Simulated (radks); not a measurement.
# The Coulomb parameter U of the 4d shell of Ru³⁺

Aim: U as the second difference [E(n + 1) + E(n − 1) − 2E(n)]/1², with all orbitals relaxed. Bare: the atom's charge changes with n. Screened: the 5s shell takes up the change. The start is a model configuration, not necessarily the ground state.

Method: Dirac Kohn-Sham, PBEsol, spin-unpolarised, spherical densities, point nucleus; open shells are shared between the two j in proportion to 2j + 1. Code: radks (a radial shooting solver on a logarithmic mesh, Libxc functionals) version 1.

**1. Starting point**

| Item | Value |
| --- | --- |
| element | ruthenium (Z = 44) |
| charge | +3 |
| electrons | 41 |
| configuration | [Kr] 4d4 5s1 |

The outer shells:

Ru³⁺
```
[Kr] core
4d [↑ ][↑ ][↑ ][↑ ][  ]
5s [↑ ]
```

**2. Start: [Kr] 4d4 5s1**

Settings of this run:

```text
Z 44
configuration [Kr] 4d4 5s1
relativity Dirac
functional pbe_sol,pbe_sol
spin unpolarised
j_filling average
nucleus point
c 137.035999084
```

**3. Bare +1: [Kr] 4d5 5s1**

Settings, as their differences from step 2:

```diff
@@ -1,3 +1,3 @@
 Z 44
-configuration [Kr] 4d4 5s1
+configuration [Kr] 4d5 5s1
 relativity Dirac
```

**4. Bare -1: [Kr] 4d3 5s1**

Settings, as their differences from step 3:

```diff
@@ -1,3 +1,3 @@
 Z 44
-configuration [Kr] 4d5 5s1
+configuration [Kr] 4d3 5s1
 relativity Dirac
```

**5. Screened +1: [Kr] 4d5**

Settings, as their differences from step 4:

```diff
@@ -1,3 +1,3 @@
 Z 44
-configuration [Kr] 4d3 5s1
+configuration [Kr] 4d5
 relativity Dirac
```

**6. Screened -1: [Kr] 4d3 5s2**

Settings, as their differences from step 5:

```diff
@@ -1,3 +1,3 @@
 Z 44
-configuration [Kr] 4d5
+configuration [Kr] 4d3 5s2
 relativity Dirac
```

Q: Predict the outcome of this session.

The runs gave:

```csv
quantity,value (eV)
"U, bare",14.243
"U, screened by 5s",1.930
```

**Reading.** Letting 5s compensate leaves 14 % of the bare value; this second difference measures U(4d,4d) + U(5s,5s) − 2U(4d,5s). A solid screens further than the bare atom, so the bare value is an upper guide for the U of a crystal.
